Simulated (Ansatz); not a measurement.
# MoH3: the cost of one run

Method: DFT PBE, scalar-relativistic, plane waves, PAW, in Ansatz 0.2.0.

## (1) The system as given

Symmetry: P4/mbm, No. 127, tetragonal system. Conventional cell: a = 4.782 Å, b = 4.782 Å, c = 3.406 Å, α = 90.00°, β = 90.00°, γ = 90.00°. H (site symmetry m2m) has 4 Mo at 2.34 to 2.46 Å and 8 H at 2.39 to 2.40 Å as nearest neighbours. Around H (site symmetry 4/m) lie 4 Mo at 2.39 Å and 8 H at 2.40 Å. Mo (site symmetry mmm) is surrounded by 12 H at 2.34 to 2.46 Å.

Coordinates:

```cif
data_structure
_symmetry_space_group_name_H-M 'P 1'
_symmetry_Int_Tables_number 1
_cell_length_a 4.7824
_cell_length_b 4.7824
_cell_length_c 3.4061
_cell_angle_alpha 90.000
_cell_angle_beta 90.000
_cell_angle_gamma 90.000
_cell_volume 77.90
loop_
_atom_site_label
_atom_site_type_symbol
_atom_site_fract_x
_atom_site_fract_y
_atom_site_fract_z
_atom_site_occupancy
H1 H 0.76309 0.26309 0.00000 1
H2 H 0.23691 0.73691 0.00000 1
H3 H 0.26309 0.23691 0.00000 1
H4 H 0.73691 0.76309 0.00000 1
H5 H 0.50000 0.50000 0.50000 1
H6 H 0.00000 0.00000 0.50000 1
Mo1 Mo 0.00000 0.50000 0.50000 1
Mo2 Mo 0.50000 0.00000 0.50000 1
```

A structure generator made this guess: species swapped into a database cell of AlPt3 (P4/mbm, No. 127), with Mo on the Al sites and H on the Pt sites. Lengths come from tabulated atomic sizes and are only a guess.

## (2) Probe: one point on a coarse mesh

input.yaml reads:

```yaml
crystal:
  lattice:
    - [4.78241095, 0.0, 0.0]
    - [0.0, 4.78241095, 0.0]
    - [0.0, 0.0, 3.40614143]
  atoms:
    - { symbol: H, position: [0.76308601, 0.26308601, 0.0] }
    - { symbol: H, position: [0.23691399, 0.73691399, 0.0] }
    - { symbol: H, position: [0.26308601, 0.23691399, 0.0] }
    - { symbol: H, position: [0.73691399, 0.76308601, 0.0] }
    - { symbol: H, position: [0.5, 0.5, 0.5] }
    - { symbol: H, position: [0.0, 0.0, 0.5] }
    - { symbol: Mo, position: [0.0, 0.5, 0.5] }
    - { symbol: Mo, position: [0.5, 0.0, 0.5] }
basis:
  ecutwfc: 420
kpoints:
  mp_grid: { grid: [4, 4, 6] }
hamiltonian:
  xc: pbe
scf:
  occupations: { method: gaussian, width: 0.1 }
  lower_state_search: "off"
output:
  forces: true
  stress: true
  eigenvalues: true
```

On the command line:

```
$ ansatz run input.yaml --threads 1 --pin off --max-ram 2560MiB --backend cpu --events-out ev --progress --plain --runs-dir out
```

**Question.** How long does this run take on 1 thread of Intel Xeon at 2.70GHz, shared host, and how much memory does it need?

About 3.6 s, with a peak of 0.35 GiB.
